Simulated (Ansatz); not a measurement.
# Al2ClH3O: the cost of one run

Program: Ansatz 0.2.0. Level of theory: RKS PBE/def2-SVPD. These are calculated values, not measurements.

## Step 1: The system as given

Bond lengths: Al1–O2 1.682 Å, O2–Al3 1.695 Å, Al3–Cl4 2.018 Å, Al1–H5 1.533 Å, Al1–H6 1.531 Å, Al3–H7 1.512 Å. Angles: Al1–O2–Al3 179.2°, O2–Al1–H5 118.4°, O2–Al1–H6 118.8°, H5–Al1–H6 122.8°, O2–Al3–Cl4 123.0°, O2–Al3–H7 112.3°, Cl4–Al3–H7 124.7°.

Coordinates:

```xyz
7

Al   -0.9742    0.5942    1.2840
O    -0.0085    0.0411    0.0224
Al    0.9819   -0.5025   -1.2408
Cl    0.7995   -2.3336   -2.0685
H    -1.9667   -0.3839    1.9242
H    -0.8259    2.0473    1.7445
H     1.9939    0.5374   -1.6659
```

## Step 2: Relaxing end A

input.yaml reads:

```yaml
crystal:
  periodic: [false, false, false]
  atoms:
    - { symbol: Al, position_ang: [-0.97425, 0.59424, 1.28399] }
    - { symbol: O, position_ang: [-0.00846, 0.04106, 0.02242] }
    - { symbol: Al, position_ang: [0.98195, -0.50247, -1.24082] }
    - { symbol: Cl, position_ang: [0.79946, -2.33359, -2.06846] }
    - { symbol: H, position_ang: [-1.96669, -0.38389, 1.92424] }
    - { symbol: H, position_ang: [-0.82589, 2.04726, 1.7445] }
    - { symbol: H, position_ang: [1.99389, 0.53739, -1.66587] }
basis:
  gaussian: { orbitals: def2-SVPD }
hamiltonian:
  xc: pbe
relax:
  f_tol: 0.02
  max_steps: 50
```

The run is started by

```bash
$ ansatz run input.yaml --threads 2 --pin off --max-ram 3072MiB --backend cpu --events-out ev --progress --plain --runs-dir out
```

What time and memory should one allow on 2 threads of Intel Xeon Platinum 8375C at 2.90GHz (Ice Lake), shared host?

About 39 s, with a peak of 0.18 GiB.
